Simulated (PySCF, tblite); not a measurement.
**C₆H₇F: dynamics, then NMR shifts on frames**

How do NMR shifts of C₆H₇F (`C#C[C@@H]1CC[C@@H]1F`) change as the atoms move?

The runs use tblite 0.8.0 and PySCF 2.14.0, with density-fitted response routines of our own; the level of theory stands in each step. All values are computed, except where a source is named. Atoms are numbered from 0 throughout.

## Step 1: The starting structure

14 atoms, charge 0, multiplicity 1; geometry from: GFN2-xTB.

Bonds of the start (Å): C0–C1 1.20, C1–C2 1.44, C2–C3 1.55, C3–C4 1.54, C4–C5 1.53, C5–F6 1.37, C5–C2 1.55, C0–H7 1.05, C2–H8 1.09, C3–H9 1.09, C3–H10 1.09, C4–H11 1.09, C4–H12 1.09, C5–H13 1.09.

## Step 2: A short Langevin run with GFN2-xTB

The job: settings as JSON, then the geometry in Å.

```
{"job": {"kind": "md", "xc": "GFN2-xTB", "basis": "xTB", "temperature": 600, "steps": 2000, "every": 50, "frames": 5}, "charge": 0, "multiplicity": 1}
C      2.666194    -0.236889    -0.222842
C      1.630388    -0.162458     0.371540
C      0.359686    -0.068814     1.047759
C     -0.703458    -1.051006     0.498014
C     -1.369621     0.108882    -0.258251
C     -0.528922     1.098420     0.552139
F      0.098127     2.074905    -0.175998
H      3.582650    -0.300211    -0.728278
H      0.516761    -0.091389     2.128634
H     -1.331685    -1.467892     1.281801
H     -0.311788    -1.855562    -0.119501
H     -2.448691     0.205080    -0.162866
H     -1.092920     0.136595    -1.309967
H     -1.067400     1.609867     1.355677
```

Method: GFN2-xTB Langevin dynamics, gas phase.

Launch:

```bash
$ OMP_NUM_THREADS=1 python probes_run.py task.json out
```

This one command runs all jobs of the session in turn.

Standard output:

```text
t/fs     T/K      E/eV
    0.0   464.8   -573.12826
   25.0   389.1   -572.56504
   50.0   519.7   -572.55089
   75.0   386.9   -572.40471
  100.0   332.2   -572.33271
  125.0   421.1   -572.46114
  150.0   401.3   -572.44777
  175.0   345.4   -572.40285
  200.0   495.4   -572.54873
  225.0   514.7   -572.53780
  250.0   416.1   -572.35484
  275.0   455.7   -572.32754
  300.0   361.5   -572.42455
  325.0   428.1   -572.41882
  350.0   389.4   -572.23159
  375.0   630.0   -572.41310
  400.0   588.3   -571.93496
  425.0   873.2   -572.04444
  450.0   667.8   -571.82789
  475.0   518.3   -571.99969
  500.0   720.4   -572.51219
  525.0   501.6   -572.39069
  550.0   469.3   -572.36840
  575.0   541.4   -572.26532
  600.0   423.6   -572.19477
  625.0   511.2   -572.29791
  650.0   399.7   -572.36866
  675.0   477.5   -572.41130
  700.0   468.2   -572.33557
  725.0   555.8   -572.42488
  750.0   653.6   -572.40643
  775.0   466.4   -571.74360
  800.0   786.9   -571.96314
  825.0   785.3   -571.78704
  850.0   720.4   -571.87879
  875.0   835.3   -572.24285
  900.0   623.6   -571.93383
  925.0   546.2   -571.94927
  950.0   776.1   -572.14892
  975.0   763.9   -572.34708
 1000.0   456.3   -571.82921
```

Wall time 39 s (1 thread of AMD EPYC, shared host); peak memory 0.19 GiB.

Distance from the start (root mean square after alignment): 0 fs 0.00 Å, 200 fs 0.13 Å, 400 fs 0.34 Å, 600 fs 0.20 Å, 800 fs 0.17 Å, 1000 fs 0.19 Å.

Positions (Å) and forces (eV/Å) at 1000 fs:

```xyz
14

C     3.055   -1.514    0.495   -1.334    0.443    0.696
C     2.079   -1.065    1.042    2.071   -0.420   -0.753
C     1.320   -0.282    1.907   -2.082    1.659    0.397
C    -0.016   -0.956    2.222   -0.462   -2.680    4.656
C    -0.748   -0.229    1.219   -4.127    1.548   -0.384
C     0.360    0.769    1.294   -0.480    2.184   -0.828
F     0.575    1.235    0.017    0.773    0.717    0.190
H     3.687   -2.175    0.053    0.988   -0.807   -0.900
H     1.878    0.251    2.674    0.313   -0.695    0.354
H    -0.401   -0.779    3.366    0.851    0.031   -2.442
H    -0.170   -2.007    2.102    0.799   -1.099    0.130
H    -1.851   -0.015    1.559    1.756    0.399   -0.571
H    -0.904   -0.596    0.187    0.678   -0.329    0.628
H     0.194    1.651    2.016    0.254   -0.949   -1.173
```

## Step 3: Nuclear shieldings: 250 fs, PBE0/pcSseg-1

The job: settings as JSON, then the geometry in Å.

```
{"job": {"kind": "nmr", "xc": "PBE0", "basis": "pcSseg-1", "pop": false}, "charge": 0, "multiplicity": 1}
C      2.796800    -0.885100    -0.195700
C      1.763800    -0.810100     0.403500
C      0.476100    -0.655300     1.136200
C     -0.601700    -1.618100     0.382700
C     -1.223100    -0.312600    -0.158800
C     -0.475600     0.534300     0.733700
F      0.053500     1.624400     0.048200
H      3.532800    -1.162000    -0.882700
H      0.608400    -0.648400     2.203800
H     -1.225800    -2.212200     1.025000
H     -0.369400    -2.268900    -0.499000
H     -2.337500    -0.231800    -0.003700
H     -1.102700    -0.312600    -1.233900
H     -1.020400     0.957700     1.592900
```

With the program's defaults for keys left out, this is: GIAO PBE0/pcSseg-1 NMR shielding, non-relativistic, gas phase.

Standard output:

```text
coarse grid: 11944 points
cycle   1  E = -332.0278787270  dE =  9.337e-01  |g| = 5.728e-01  |ddm| = 3.492e+00
cycle   2  E = -331.9918906017  dE =  3.599e-02  |g| = 7.651e-01  |ddm| = 1.284e+00
cycle   3  E = -332.0915274674  dE = -9.964e-02  |g| = 1.207e-01  |ddm| = 7.459e-01
cycle   4  E = -332.0939639420  dE = -2.436e-03  |g| = 6.228e-02  |ddm| = 1.423e-01
cycle   5  E = -332.0948106908  dE = -8.467e-04  |g| = 2.182e-02  |ddm| = 5.238e-02
cycle   6  E = -332.0949140548  dE = -1.034e-04  |g| = 4.088e-03  |ddm| = 1.843e-02
cycle   7  E = -332.0949177177  dE = -3.663e-06  |g| = 9.377e-04  |ddm| = 4.108e-03
final grid: 116456 points
cycle   8  E = -332.1465464478  dE = -3.344e-05  |g| = 8.512e-03  |ddm| = 4.717e-02
cycle   9  E = -332.1465302700  dE =  1.618e-05  |g| = 1.241e-02  |ddm| = 1.858e-02
cycle  10  E = -332.1465629909  dE = -3.272e-05  |g| = 1.867e-03  |ddm| = 1.080e-02
cycle  11  E = -332.1465636966  dE = -7.057e-07  |g| = 5.984e-04  |ddm| = 1.631e-03
cycle  12  E = -332.1465637793  dE = -8.270e-08  |g| = 1.820e-04  |ddm| = 5.388e-04
cycle  13  E = -332.1465637856  dE = -6.303e-09  |g| = 3.119e-05  |ddm| = 1.534e-04
cycle  14  E = -332.1465637858  dE = -1.779e-10  |g| = 9.592e-06  |ddm| = 3.873e-05
converged SCF energy = -332.1465637858

GIAO shielding tensors (ppm)
atom      isotropic    diamagn.    paramagn.     s11        s22        s33       span
  0 C      105.009     263.484    -158.475     22.599     51.430    240.997    218.398
  1 C       96.298     259.792    -163.493    -13.881      9.107    293.670    307.552
  2 C      142.382     253.162    -110.780    114.535    144.066    168.545     54.011
  3 C      160.944     249.854     -88.911    128.915    162.634    191.281     62.366
  4 C      159.993     247.673     -87.680    138.244    152.935    188.800     50.556
  5 C       96.862     239.265    -142.402     62.055     82.033    146.499     84.444
  6 F      349.776     474.496    -124.720    296.128    362.128    391.071     94.943
  7 H       29.672      33.578      -3.906     24.424     25.296     39.295     14.870
  8 H       28.366      29.211      -0.845     24.060     28.002     33.035      8.975
  9 H       29.840      30.134      -0.294     26.656     27.314     35.550      8.895
 10 H       28.683      28.705      -0.022     25.521     26.630     33.898      8.377
 11 H       28.519      28.183       0.336     24.942     25.997     34.616      9.674
 12 H       28.609      29.964      -1.355     25.177     27.387     33.263      8.086
 13 H       26.503      29.350      -2.847     22.890     26.853     29.767      6.877
```

It took 49 s on 1 thread of AMD EPYC, shared host; peak memory 0.73 GiB.

The references, computed at this level on geometries of the same kind, shield at (ppm): 1H TMS 31.72, 13C TMS 186.9, 19F CFCl3 170.9. Their shielding less the atom's gives the shift. The references are single molecules in the gas phase, so shifts against H2O, NH3, PH3, H3PO4 or CFCl3 are not on the usual liquid scales and can be off by tens of ppm. Each atom is listed at this fixed geometry, with no averaging over motion; a spectrum would average atoms that exchange fast.

| atoms | environment | σ (ppm) | δ (ppm) |
| --- | --- | --- | --- |
| C1 | alkyne carbon | 96.3 | 90.6 |
| C5 | sp3 CH bonded to F | 96.9 | 90.1 |
| C0 | terminal alkyne carbon | 105.0 | 81.9 |
| C2 | propargylic sp3 CH | 142.4 | 44.5 |
| C4 | sp3 CH2 in a ring | 160.0 | 26.9 |
| C3 | sp3 CH2 in a ring | 160.9 | 26.0 |
| H13 | hydrogen on an sp3 CH bonded to F | 26.50 | 5.21 |
| H8 | hydrogen on a propargylic sp3 CH | 28.37 | 3.35 |
| H11 | hydrogen on an sp3 CH2 in a ring | 28.52 | 3.20 |
| H12 | hydrogen on an sp3 CH2 in a ring | 28.61 | 3.11 |
| H10 | hydrogen on an sp3 CH2 in a ring | 28.68 | 3.03 |
| H7 | hydrogen on a terminal alkyne carbon | 29.67 | 2.05 |
| H9 | hydrogen on an sp3 CH2 in a ring | 29.84 | 1.88 |
| F6 | fluorine on an sp3 carbon | 349.8 | -178.8 |

Ring of atoms C2, C3, C4, C5: NICS(0) -0.4, NICS(1) -1.0, NICS(1)zz 2.4 ppm (means of both faces; NICS(1) differs between them: -2.5 and 0.5).

The two faces differ (NICS(1)zz -0.8 and 5.6 ppm).

## Step 4: Nuclear shieldings: 425 fs, PBE0/pcSseg-1

The job: settings as JSON, then the geometry in Å.

```
{"job": {"kind": "nmr", "xc": "PBE0", "basis": "pcSseg-1", "pop": false}, "charge": 0, "multiplicity": 1}
C      2.488700    -1.076200    -0.752700
C      1.890900    -0.949000     0.289000
C      0.904800    -0.665700     1.295100
C     -0.276600    -1.668600     1.070900
C     -0.919800    -0.568500     0.261500
C     -0.040000     0.445700     1.076400
F      0.328000     1.385100     0.105200
H      3.222000    -1.137600    -1.498800
H      1.271400    -0.594700     2.294100
H     -0.650800    -1.899600     2.049800
H     -0.011400    -2.588800     0.599600
H     -1.891000    -0.160200     0.365600
H     -0.598800    -0.653500    -0.798300
H     -0.709400     0.832100     1.917000
```

Level: GIAO PBE0/pcSseg-1 NMR shielding, non-relativistic, gas phase.

Standard output:

```text
coarse grid: 11944 points
cycle   1  E = -332.0130707727  dE =  1.108e+00  |g| = 5.764e-01  |ddm| = 3.454e+00
cycle   2  E = -331.9741071816  dE =  3.896e-02  |g| = 7.819e-01  |ddm| = 1.312e+00
cycle   3  E = -332.0791334689  dE = -1.050e-01  |g| = 1.015e-01  |ddm| = 7.360e-01
cycle   4  E = -332.0806272030  dE = -1.494e-03  |g| = 5.803e-02  |ddm| = 1.371e-01
cycle   5  E = -332.0813296396  dE = -7.024e-04  |g| = 2.231e-02  |ddm| = 5.328e-02
cycle   6  E = -332.0814418566  dE = -1.122e-04  |g| = 4.867e-03  |ddm| = 1.856e-02
cycle   7  E = -332.0814471316  dE = -5.275e-06  |g| = 1.152e-03  |ddm| = 4.787e-03
final grid: 116456 points
cycle   8  E = -332.1319486981  dE = -4.060e-05  |g| = 8.759e-03  |ddm| = 3.946e-02
cycle   9  E = -332.1319337996  dE =  1.490e-05  |g| = 1.241e-02  |ddm| = 1.886e-02
cycle  10  E = -332.1319660740  dE = -3.227e-05  |g| = 1.877e-03  |ddm| = 1.070e-02
cycle  11  E = -332.1319667682  dE = -6.942e-07  |g| = 6.261e-04  |ddm| = 1.670e-03
cycle  12  E = -332.1319668583  dE = -9.007e-08  |g| = 2.028e-04  |ddm| = 5.961e-04
cycle  13  E = -332.1319668663  dE = -7.994e-09  |g| = 3.641e-05  |ddm| = 1.771e-04
cycle  14  E = -332.1319668666  dE = -2.456e-10  |g| = 1.116e-05  |ddm| = 4.247e-05
converged SCF energy = -332.1319668666

GIAO shielding tensors (ppm)
atom      isotropic    diamagn.    paramagn.     s11        s22        s33       span
  0 C      101.752     257.646    -155.894     16.649     48.359    240.247    223.598
  1 C       95.674     263.935    -168.261    -16.543     11.880    291.685    308.228
  2 C      155.817     258.670    -102.853    135.316    156.036    176.098     40.782
  3 C      167.233     250.544     -83.311    139.953    170.119    191.627     51.674
  4 C      151.569     249.795     -98.227    122.751    145.847    186.108     63.357
  5 C       99.793     246.568    -146.775     66.096     73.912    159.370     93.274
  6 F      337.981     477.796    -139.815    304.519    327.541    381.882     77.363
  7 H       29.652      31.837      -2.185     24.597     25.015     39.343     14.746
  8 H       29.062      29.470      -0.407     24.172     27.697     35.319     11.146
  9 H       30.061      30.629      -0.568     26.532     27.701     35.950      9.418
 10 H       30.593      30.525       0.068     26.340     28.892     36.548     10.208
 11 H       29.240      31.659      -2.419     25.167     27.599     34.953      9.787
 12 H       28.102      30.394      -2.292     25.039     27.777     31.489      6.450
 13 H       26.211      29.932      -3.721     23.058     26.225     29.350      6.293
```

Wall time 45 s (1 thread of AMD EPYC, shared host); peak memory 0.74 GiB.

This run: δ C1 91.3, C5 87.1, C0 85.2, C4 35.4, H13 5.51, H12 3.62 ppm.

(Part 1 of 2 ends here.)
